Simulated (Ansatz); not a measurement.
# Hf2Pd2Se2Br2O3 (Immm) in Ansatz: band structure with r2SCAN

Aim: the band structure of Hf2Pd2Se2Br2O3 with r2SCAN.

All numbers are computed with Ansatz 0.2.0; they aren't measurements. Logs are shortened: lines on timing, memory, paths and dates and some standing lists are left out, and cuts for length are marked.

## 1. The structure

It takes space group Immm (No. 71, orthorhombic). Conventional cell: a = 3.785 Å, b = 5.344 Å, c = 24.568 Å, α = 90.00°, β = 90.00°, γ = 90.00°. Around Hf (site symmetry mm2) lie 3 O at 1.94 to 1.95 Å. Pd (site symmetry mm2) is surrounded by 2 Se at 2.48 Å and 1 Br at 2.54 Å. Se (site symmetry mm2) has 2 Pd at 2.48 Å and 2 Hf at 2.84 Å as nearest neighbours. Br (site symmetry mm2) has 1 Pd at 2.54 Å as nearest neighbours. Around O (site symmetry mm2) lie 2 Hf at 1.95 Å. Around O (site symmetry mmm) lie 2 Hf at 1.94 Å.

The cell was built by a generator and needn't be a form met in nature.

## 2. Band structure, r2SCAN

Input file input.yaml:

```yaml
crystal:
  lattice:
    - [-1.89227, 2.67212, 12.28423]
    - [1.89227, -2.67212, 12.28423]
    - [1.89227, 2.67212, -12.28423]
  atoms:
    - { symbol: Hf, position: [0.92095, 0.92095, 0.0] }
    - { symbol: Hf, position: [0.07905, 0.07905, 0.0] }
    - { symbol: Pd, position: [0.68332, 0.68332, 0.0] }
    - { symbol: Pd, position: [0.31668, 0.31668, 0.0] }
    - { symbol: Se, position: [0.61777, 0.11777, 0.5] }
    - { symbol: Se, position: [0.38223, 0.88223, 0.5] }
    - { symbol: Br, position: [0.7866, 0.7866, 0.0] }
    - { symbol: Br, position: [0.2134, 0.2134, 0.0] }
    - { symbol: O, position: [0.90121, 0.40121, 0.5] }
    - { symbol: O, position: [0.09879, 0.59879, 0.5] }
    - { symbol: O, position: [0.0, 0.0, 0.0] }
hamiltonian:
  xc: r2scan
  pseudopotentials: { kind: paw }
kpoints:
  mp_grid: { grid: [9, 9, 9] }
  band_path:
    path:
      - [[0.0, 0.0, 0.0], [-0.2559321256, 0.2559321256, 0.2559321256], [-0.4941029073, 0.4941029073, 0.0177613439], [-0.5, 0.5, 0.0], [-0.75, 0.25, 0.25], [-0.5, 0.0, 0.5], [-0.7440678744, -0.2559321256, 0.7440678744], [-0.5, -0.5, 0.5], [0.0, 0.0, 0.0], [-0.2618292183, 0.2618292183, -0.2618292183], [-0.5, 0.0, 0.0], [-0.75, 0.25, 0.25]]
      - [[-0.5058970927, 0.5058970927, -0.0177613439], [-0.2618292183, 0.2618292183, -0.2618292183]]
      - [[-0.7381707817, -0.2618292183, 0.2618292183], [-0.5, -0.5, 0.5]]
    npoints: 10
scf:
  occupations: { method: fermi_dirac, width: 0.05 }
  n_extra_bands: 27
output:
  forces: true
  stress: true
  eigenvalues: true
  fatbands: false
```

Potentials or basis: Ansatz PAW.

Run with:

```
$ ansatz run input.yaml --threads 8 --pin off --max-ram 20480MiB --backend cpu --events-out ev --progress --plain --runs-dir out
```

The log of the run:

```text
Warning: RAYON_NUM_THREADS=8 ignored (pool sized by the plan → 8); use --threads N
basis.fft_grid_basis auto: the FFT boxes are laid along the combinations [[1, 0, 1], [0, 1, 1], [0, 0, 1]] of the cell's own vectors, 5.344, 3.785 and 12.713 Å long. The dense box has 40×30×96 points. Along the cell's own vectors, as sized, it would have 96×96×96, 7.68 times as many. Of the 8 symmetry operations that the crystal satisfies within crystal.symmetry.tolerance (time reversal apart; of a slab, those that keep its plane) the dense box along the cell's own vectors carries 8, and the one as laid loses 6 of those. basis.fft_grid_basis: typed keeps the cell's own vectors: state it where this run's energies or levels are differenced outside the engine with another run's, or held beside a run that keeps those vectors.
scf.n_extra_bands = 27 over 76 filled bands (N_el = 152.0): the run solves 103 bands
Engine: ansatz 0.2.0, x86_64-unknown-linux-gnu
Pseudopotentials: kind: paw
Pseudopotential: Hf, paw, valence charge 26, recommended cutoff 500 eV (meta_gga), Hf.paw.azcp
Pseudopotential: Pd, paw, valence charge 18, recommended cutoff 500 eV (meta_gga), Pd.paw.azcp
Pseudopotential: Se, paw, valence charge 16, recommended cutoff 500 eV (meta_gga), Se.paw.azcp
Pseudopotential: Br, paw, valence charge 7, recommended cutoff 500 eV (meta_gga), Br.paw.azcp
Pseudopotential: O, paw, valence charge 6, recommended cutoff 500 eV (meta_gga), O.paw.azcp
Functional definition: r2SCAN
  parameter k0 = 0.174
  parameter k1 = 0.065
  parameter a1 = 4.9479
  exchange = r2scan_x(k0 = k0, k1 = k1, a1 = a1)
  correlation = r2scan_c
Crystal: 11 atoms, lattice volume = 248.455 Å³
Basis set: ecut = 500 eV, 6279 PW (Γ), FFT grids on a1+a3, a2+a3, a3, exchange–correlation on 160×120×384 points (64 copies of the dense FFT grid, shifted against one another)
Bands: 103, of which v1, the nominal top of the filled ones, is band 76 counted from 1 (75 counted from 0)
Symmetry: 8 space group operations
Space group: Immm (ITA 71), of the structure as read, at distance tolerance 6.3e-5 Å
k-points: 125 of 729
Non-local potential: Hf, projectors of the file, l = 0: 3, l = 1: 2, l = 2: 2, l = 3: 3
Non-local potential: Pd, projectors of the file, l = 0: 2, l = 1: 2, l = 2: 2, l = 3: 1
Non-local potential: Se, projectors of the file, l = 0: 2, l = 1: 2, l = 2: 3, l = 3: 1
Non-local potential: Br, projectors of the file, l = 0: 2, l = 1: 2, l = 2: 2
Non-local potential: O, projectors of the file, l = 0: 2, l = 1: 2, l = 2: 1
PAW form: soft (Blöchl's): semilocal exchange-correlation on the pseudo side does not see the compensation charge
PAW frozen core: Hf, regenerated for the run's functional (the file was generated under x = pbe(κ = 0.804, μ = 0.2195149727645171), c = pbe(β = 0.06672455060314922))
PAW frozen core: Pd, regenerated for the run's functional (the file was generated under x = pbe(κ = 0.804, μ = 0.2195149727645171), c = pbe(β = 0.06672455060314922))
PAW frozen core: Se, regenerated for the run's functional (the file was generated under x = pbe(κ = 0.804, μ = 0.2195149727645171), c = pbe(β = 0.06672455060314922))
PAW frozen core: Br, regenerated for the run's functional (the file was generated under x = pbe(κ = 0.804, μ = 0.2195149727645171), c = pbe(β = 0.06672455060314922))
PAW frozen core: O, regenerated for the run's functional (the file was generated under x = pbe(κ = 0.804, μ = 0.2195149727645171), c = pbe(β = 0.06672455060314922))
PAW one-centre angular grid: Hf, 974 points (default); XC on 160 Gauss nodes
PAW one-centre angular grid: Pd, 590 points (default); XC on 160 Gauss nodes
PAW one-centre angular grid: Se, 590 points (default); XC on 160 Gauss nodes
PAW one-centre angular grid: Br, 302 points (default); XC on 160 Gauss nodes
PAW one-centre angular grid: O, 302 points (default); XC on 160 Gauss nodes
Initial density: superposition of atomic densities (neutral atoms: chi_scale 0, normalization atom), corrected by the library's trained network
Initial wavefunctions: pseudopotential atomic-orbital guess
Functional: x = r2scan, c = r2scan; τ floored in thin density (d = 2e-4 eV/Å³)
SCF iter   1: F=—  HF=-63694.371765 eV  |F-HF|=—  |Δ(HF+E_count)|=         —  Δρ=1.23e-2  dr2=3.58e-1  dr2_τ=4.08e-1  ethr=1.77e-3  ⟨swp⟩=5.8  Hψ=50033  notcnv=0  defer=397
preconditioner: auto → LDOS  [metal: Δε(μ)=0.004 eV  Ē_g=14.006 eV  σ=0.050 eV  W_gap=0.02  n_scr=66 (ndim 8)  ℏωp=23.6 eV  f_vac=0.141  D(μ)=5.10/eV (n_scr^D=26)  β→1.0]
SCF iter   2: F=—  HF=-63694.593179 eV  |F-HF|=—  |Δ(HF+E_count)|=   2.21e-1  Δρ=1.67e-2  dr2=6.07e-1  dr2_τ=5.63e-2  ethr=2.35e-4  ⟨swp⟩=2.9  Hψ=25726  notcnv=0  defer=2296
SCF iter   3: F=—  HF=-63694.417182 eV  |F-HF|=—  |Δ(HF+E_count)|=   1.76e-1  Δρ=2.45e-3  dr2=3.32e-2  dr2_τ=1.75e-3  ethr=2.35e-4  ⟨swp⟩=2.1  Hψ=18399  notcnv=0  defer=2294
SCF iter   4: F=—  HF=-63694.415220 eV  |F-HF|=—  |Δ(HF+E_count)|=   1.96e-3  Δρ=2.10e-3  dr2=1.66e-2  dr2_τ=1.02e-3  ethr=2.19e-5  ⟨swp⟩=2.0  Hψ=24483  notcnv=0  defer=2291
SCF iter   5: F=—  HF=-63694.411834 eV  |F-HF|=—  |Δ(HF+E_count)|=   3.39e-3  Δρ=9.75e-4  dr2=5.06e-3  dr2_τ=9.16e-5  ethr=1.09e-5  ⟨swp⟩=2.0  Hψ=18027  notcnv=0  defer=2291
SCF iter   6: F=—  HF=-63694.411098 eV  |F-HF|=—  |Δ(HF+E_count)|=   7.36e-4  Δρ=6.98e-4  dr2=1.73e-3  dr2_τ=4.41e-5  ethr=3.33e-6  ⟨swp⟩=2.2  Hψ=14161  notcnv=0  defer=2291
SCF iter   7: F=—  HF=-63694.410884 eV  |F-HF|=—  |Δ(HF+E_count)|=   2.14e-4  Δρ=4.40e-4  dr2=7.14e-4  dr2_τ=2.94e-5  ethr=1.14e-6  ⟨swp⟩=2.0  Hψ=16807  notcnv=0  defer=2291
SCF iter   8: F=—  HF=-63694.410794 eV  |F-HF|=—  |Δ(HF+E_count)|=   9.06e-5  Δρ=2.42e-4  dr2=2.18e-4  dr2_τ=1.06e-5  ethr=4.70e-7  ⟨swp⟩=2.0  Hψ=15848  notcnv=0  defer=2290
SCF iter   9: F=—  HF=-63694.410767 eV  |F-HF|=—  |Δ(HF+E_count)|=   2.64e-5  Δρ=9.13e-5  dr2=1.90e-5  dr2_τ=1.66e-6  ethr=1.43e-7  ⟨swp⟩=2.0  Hψ=16842  notcnv=0  defer=2290
SCF iter  10: F=—  HF=-63694.410934 eV  |F-HF|=—  |Δ(HF+E_count)|=   1.66e-4  Δρ=2.59e-5  dr2=1.96e-6  dr2_τ=9.87e-8  ethr=1.25e-8  ⟨swp⟩=2.0  Hψ=16316  notcnv=0  defer=2288
SCF iter  11: F=-63694.410934 eV  HF=-63694.410934 eV  |F-HF|=1.32e-8  |Δ(HF+E_count)|=   1.04e-8  Δρ=6.57e-6  dr2=9.62e-8  dr2_τ=1.08e-8  ethr=6.58e-11  ⟨swp⟩=10.3  Hψ=71412  notcnv=0
SCF 1 converged in 11 iterations: F = -63694.410934 eV  dr2 = 9.62e-8
NSCF: frozen V_eff on 133 k-points
SCF converged after 11 iterations
Free energy (F): -63694.410934 eV
Harris-Foulkes:  -63694.410934 eV  (|F-HF|=1.32e-8)
Internal energy: -63694.358332 eV  (E = F + TS)
E sigma→0 (E₀):  -63694.384633 eV
Entropy (-TS):   -0.052602 eV (-4.782 meV/atom)
Fermi energy:    7.662936 eV
--- Per-component energies (eV) ---
  E_band       = -2119.169598
  E_kinetic    = 2896.590035
  E_local      = -29278.915637  (includes V_loc(G=0)·N_el)
  E_nonlocal   = -2961.949268
  E_hartree    = 13245.237436
  E_xc         = -1796.686908
  E_vxc        = -1796.924124  (∫ρ·V_xc dr)
  E_paw        = -30321.710859  (= ΣΔE_a)
  E_vpaw       = 2426.287797  (= ΣTr[D̂ρ^β])
  E_aug_tail   = 0.002834  (compensation charges beyond the density's cutoff)
  E_vtau       = 105.261930  (kinetic-family band-sum trace: ∫τ·v_τ [+ j·A + Jᵃ·Aᵃ] dr)
  E_ewald      = -15472.723086
  E_core_change = -4.202880  (= ΣΔE_core)
  E_smearing   = -0.052602  (= −TS)
  E_closure    = -0.000000  (closes the sum)
  Σ components = -63694.410934   (vs F -63694.410934, Δ=0.00e0)
--- Forces (eV/Å), atoms counted from 1 ---
  atom   1  Hf     0.00000000     0.00000000    -0.00864683
  atom   2  Hf     0.00000000     0.00000000     0.00864683
  atom   3  Pd     0.00000000     0.00000000    -0.15136125
  atom   4  Pd     0.00000000     0.00000000     0.15136125
  atom   5  Se     0.00000000     0.00000000     0.03268938
  atom   6  Se     0.00000000     0.00000000    -0.03268938
  atom   7  Br     0.00000000     0.00000000     0.04048503
  atom   8  Br     0.00000000     0.00000000    -0.04048503
  atom   9  O      0.00000000     0.00000000     0.14240543
  atom  10  O      0.00000000     0.00000000    -0.14240543
  atom  11  O      0.00000000     0.00000000    -0.00000000
  max |Σ_I F_I| component: 2.78e-17 eV/Å
--- Stress (GPa, compression-positive) ---
       -2.767651       0.000000       0.000000
        0.000000      -1.134058       0.000000
        0.000000       0.000000      -2.163743
  P = ⅓ Tr σ = -2.0218 GPa (-20.218 kbar)
--- Band table (eV; the first three rows and the last of 125) ---
  k-point 0: bands = ["-78.4182", "-78.4182", "-55.9602", "-55.9593", "-43.6010", "-43.6009", "-43.5026", "-43.5026", "-42.8874", "-42.8873", "-40.8898", "-40.8898", "-40.8877", "-40.8877", "-40.8393", "-40.8393", "-40.8028", "-40.8028", "-40.7995", "-40.7995", "-24.2755", "-24.1289", "-24.1239", "-24.1133", "-23.9043", "-23.8997", "-11.5750", "-11.3608", "-11.0859", "-7.3777", "-6.8816", "-5.8099", "-5.7681", "-4.4167", "-4.3991", "-4.3852", "-4.3494", "-4.3313", "-4.3307", "-4.2972", "-4.2967", "-4.2891", "-4.2871", "-4.2538", "-4.2384", "-4.2125", "-4.1699", "2.3613", "3.0553", "3.2517", "3.2931", "3.3231", "3.5939", "3.7516", "3.7869", "3.8121", "3.9222", "4.0070", "4.1140", "4.5203", "4.5936", "4.8672", "5.2228", "5.7925", "6.0090", "6.0541", "6.0940", "6.1621", "6.2873", "6.4740", "6.6464", "6.9040", "6.9708", "6.9765", "7.1556", "7.3027", "8.6481", "8.9112", "10.5503", "10.7504", "10.8148", "11.0888", "11.6385", "12.3208", "12.4475", "12.6025", "13.2692", "13.3196", "13.5910", "14.3629", "14.6280", "15.2483", "15.6151", "15.6767", "16.2888", "16.5898", "16.6441", "17.3503", "17.6221", "17.9461", "18.4905", "18.4995", "18.5255"]
  k-point 1: bands = ["-78.4182", "-78.4182", "-55.9599", "-55.9590", "-43.6010", "-43.6009", "-43.5030", "-43.5030", "-42.8874", "-42.8873", "-40.8898", "-40.8898", "-40.8878", "-40.8878", "-40.8393", "-40.8393", "-40.8028", "-40.8028", "-40.7995", "-40.7995", "-24.2741", "-24.1280", "-24.1230", "-24.1126", "-23.9419", "-23.9365", "-11.4877", "-11.2095", "-11.0187", "-7.3241", "-6.8807", "-5.7743", "-5.7350", "-4.4181", "-4.3987", "-4.3845", "-4.3531", "-4.3293", "-4.3265", "-4.2983", "-4.2977", "-4.2853", "-4.2835", "-4.2552", "-4.2500", "-4.1970", "-4.1644", "2.3568", "3.0180", "3.2103", "3.2628", "3.2803", "3.3680", "3.5340", "3.8213", "3.8938", "3.9843", "4.0017", "4.1093", "4.2660", "4.7686", "5.1406", "5.2330", "5.4187", "5.6700", "5.8432", "6.0062", "6.2392", "6.3093", "6.5055", "6.5191", "6.6990", "6.7219", "7.1016", "7.2498", "7.4109", "8.3000", "8.6423", "10.7080", "10.8366", "11.2053", "11.2794", "11.9204", "11.9895", "12.6236", "13.0467", "13.0874", "13.5061", "13.7436", "14.3825", "14.8137", "15.0207", "15.8421", "16.0246", "16.2771", "16.4777", "16.5297", "16.9847", "17.3840", "17.5477", "18.0509", "18.4926", "18.8191"]
  k-point 2: bands = ["-78.4181", "-78.4181", "-55.9590", "-55.9581", "-43.6010", "-43.6009", "-43.5041", "-43.5041", "-42.8873", "-42.8872", "-40.8898", "-40.8898", "-40.8881", "-40.8881", "-40.8393", "-40.8393", "-40.8028", "-40.8028", "-40.7993", "-40.7993", "-24.2702", "-24.1256", "-24.1207", "-24.1129", "-24.0351", "-24.0255", "-11.3580", "-10.8146", "-10.7460", "-7.1856", "-6.8825", "-5.6763", "-5.6466", "-4.4216", "-4.3976", "-4.3828", "-4.3590", "-4.3237", "-4.3169", "-4.2999", "-4.2993", "-4.2762", "-4.2747", "-4.2637", "-4.2553", "-4.1747", "-4.1538", "2.3563", "2.6492", "2.9322", "2.9450", "3.3325", "3.3783", "3.4569", "3.5337", "3.8672", "3.9061", "4.1632", "4.2075", "4.4367", "4.5973", "4.8304", "5.0991", "5.2265", "5.3153", "5.5492", "5.6229", "6.0209", "6.2633", "6.3619", "6.5087", "6.5328", "6.5751", "6.9573", "7.2499", "7.5890", "7.9395", "8.3188", "10.4371", "11.1010", "11.9106", "12.0160", "12.1992", "12.2929", "12.3892", "12.8044", "13.5321", "13.7678", "13.8447", "14.6021", "14.6780", "15.1027", "15.5173", "15.6535", "16.3472", "16.4759", "16.6620", "16.9481", "17.9056", "17.9193", "18.0128", "18.5177", "18.5998"]
  k-point 124: bands = ["-78.4182", "-78.4182", "-55.9599", "-55.9590", "-43.6011", "-43.6009", "-43.5030", "-43.5030", "-42.8874", "-42.8873", "-40.8898", "-40.8898", "-40.8878", "-40.8878", "-40.8393", "-40.8393", "-40.8028", "-40.8028", "-40.7995", "-40.7995", "-24.2741", "-24.1276", "-24.1227", "-24.1126", "-23.9419", "-23.9365", "-11.4882", "-11.2103", "-11.0188", "-7.3425", "-6.8703", "-5.7764", "-5.7419", "-4.4160", "-4.3990", "-4.3851", "-4.3523", "-4.3294", "-4.3265", "-4.2982", "-4.2977", "-4.2857", "-4.2838", "-4.2552", "-4.2500", "-4.1967", "-4.1640", "2.3417", "3.0561", "3.2236", "3.2703", "3.3363", "3.4033", "3.5339", "3.7984", "3.8211", "3.9253", "4.0267", "4.1449", "4.2042", "4.8017", "5.1521", "5.2014", "5.4524", "5.7164", "5.8790", "6.0467", "6.2641", "6.3074", "6.4878", "6.5459", "6.7125", "6.8042", "7.0526", "7.2137", "7.3305", "8.3314", "8.6068", "11.0096", "11.0786", "11.1387", "11.2933", "11.3142", "12.1497", "12.6577", "12.7163", "12.9215", "13.0498", "14.2413", "14.7628", "14.7679", "15.0841", "15.5902", "15.9539", "16.0785", "16.4917", "16.5786", "16.9857", "17.6391", "17.8713", "18.0724", "18.1406", "18.2624"]
```

It took 3.8 min on 8 threads of AMD EPYC, shared host; peak memory 3.7 GiB.

Results:

```
Free energy            : -63694.4109 eV
Pressure               : -2.0 GPa
Largest force          : 0.151 eV/Å
Band gap on the k mesh : none (metal or under the smearing width)
```

Forces in eV/Å, atoms in the order of the input:
```
Hf   0.000  0.000 -0.009
Hf   0.000  0.000  0.009
Pd   0.000  0.000 -0.151
Pd   0.000  0.000  0.151
Se   0.000  0.000  0.033
Se   0.000  0.000 -0.033
Br   0.000  0.000  0.040
Br   0.000  0.000 -0.040
O    0.000  0.000  0.142
O    0.000  0.000 -0.142
O    0.000  0.000  0.000
```

Stress tensor (GPa, compression positive):
```
-2.77  0.00  0.00
 0.00 -1.13  0.00
 0.00  0.00 -2.16
```

Levels at the corners of the path, in eV from the Fermi level:
```tsv
point	band 74	band 75	band 76	band 77	band 78	band 79
Γ	-0.69	-0.51	-0.36	0.99	1.25	2.89
X	-0.87	-0.42	-0.40	0.09	0.09	3.75
L	-1.26	-0.73	-0.73	0.12	0.13	2.83
T	-1.26	-0.75	-0.74	0.12	0.13	2.83
W	-1.26	-0.74	-0.74	0.12	0.13	2.83
R	-0.88	-0.41	-0.40	0.08	0.10	3.75
X1	-0.87	-0.42	-0.40	0.09	0.09	3.75
Z	-0.69	-0.62	-0.34	0.98	1.25	3.09
Γ	-0.69	-0.51	-0.36	0.99	1.25	2.89
Y	-0.61	-0.10	-0.01	0.75	0.76	2.77
S	-0.63	-0.06	-0.05	0.75	0.76	2.78
W	-1.26	-0.74	-0.74	0.12	0.13	2.83
L1	-1.26	-0.73	-0.73	0.12	0.13	2.83
Y	-0.61	-0.10	-0.01	0.75	0.76	2.77
Y1	-0.61	-0.10	-0.01	0.75	0.76	2.77
Z	-0.69	-0.62	-0.34	0.98	1.25	3.09
```

Caveat: spin-orbit coupling is left out, which moves the levels of the heavy elements; the PAW data sets come from PBE, with cores solved anew for the run's functional, which leaves a small shift of forces and pressure.
